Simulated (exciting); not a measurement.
# CoO: single point with PBEsol

Crystal: CoO.

```
Co O
1.0
     2.57053    0.00000    0.00000
     0.00000    2.57053    0.00000
     0.00000    0.00000    2.57053
Co O
1 1
Cartesian
  0.0000 0.0000 0.0000
  1.2853 1.2853 1.2853
```

Measurements of this composition are mostly on another form, of space group No. 225.

| Property | Result |
| --- | --- |
| Program | exciting (release sodium) |
| Task | single point |
| Functional | PBEsol |
| Potentials or basis | all-electron LAPW+lo, shipped species files, valence relativity iora* |
| rgkmax | 7.5 |
| k mesh | 10 × 10 × 10 |
| Occupations | fermi-dirac, width 0.05 eV |
| Spin | collinear spin, ferromagnetic start |
| reducebf | 0.5 |
| gmaxvr (cutoff of density and potential) | 14 1/bohr |
| lmaxapw (and lmaxmat) | 10 |
| lmaxvr | 8 |
| nempty | 24 |
| Valence relativity | iora* |
| epsengy | 1e-05 Ha |
| epspot | 1e-05 Ha |
| maxscl | 90 |
| Muffin-tin radii | Co 2.0, O 1.45 bohr |

```yaml
Band_gap_on_the_k_mesh: none (metal or under the smearing width)
Net_moment: 3.00 μB per cell
Site_moments: Co +2.49; O +0.44 μB
All_electrons_inside_the_program's_atomic_spheres: Co 25.08; O 6.60 (radii Co 2.0, O 1.45 bohr)
```

Levels at points of the mesh, in eV from the Fermi level:
Spin up:
| k point | band 10 | band 11 | band 12 | band 13 | band 14 | band 15 |
| --- | --- | --- | --- | --- | --- | --- |
| (0.00, 0.00, 0.00) | -2.43 | -2.43 | -2.43 | 0.97 | 15.76 | 15.76 |
| (0.50, 0.00, 0.00) | -1.56 | -0.23 | -0.23 | 6.38 | 8.45 | 16.32 |
| (0.50, 0.50, 0.00) | -3.06 | -2.04 | -1.51 | 5.89 | 11.48 | 11.48 |
| (0.50, 0.50, 0.50) | -0.18 | -0.18 | -0.18 | 6.73 | 6.73 | 6.73 |
Spin down:
| k point | band 7 | band 8 | band 9 | band 10 | band 11 | band 12 |
| --- | --- | --- | --- | --- | --- | --- |
| (0.00, 0.00, 0.00) | -2.18 | -2.18 | -2.18 | 0.49 | 0.49 | 0.49 |
| (0.50, 0.00, 0.00) | -3.19 | -2.19 | 0.59 | 0.63 | 1.90 | 1.90 |
| (0.50, 0.50, 0.00) | -2.26 | -1.15 | -0.45 | -0.31 | -0.31 | 0.85 |
| (0.50, 0.50, 0.50) | -6.61 | 0.90 | 0.90 | 2.22 | 2.22 | 2.22 |

It took 12 min on 1 thread of Intel(R) Xeon(R) Processor @ 2.50GHz (Skylake/Cascade Lake), on a shared host, peak memory 0.15 GiB.

Caveat: the log's total energy holds no entropy term; the free energy is that total less TS from the occupations; a cell with one magnetic atom can't hold antiferromagnetic order, which such compounds often take; semilocal functionals often make such compounds metallic where correlation or magnetic order opens a gap, which also shifts bond lengths. With open d or f shells a metallic result of PBEsol can be an artefact of self-interaction; +U or a hybrid may open a gap.
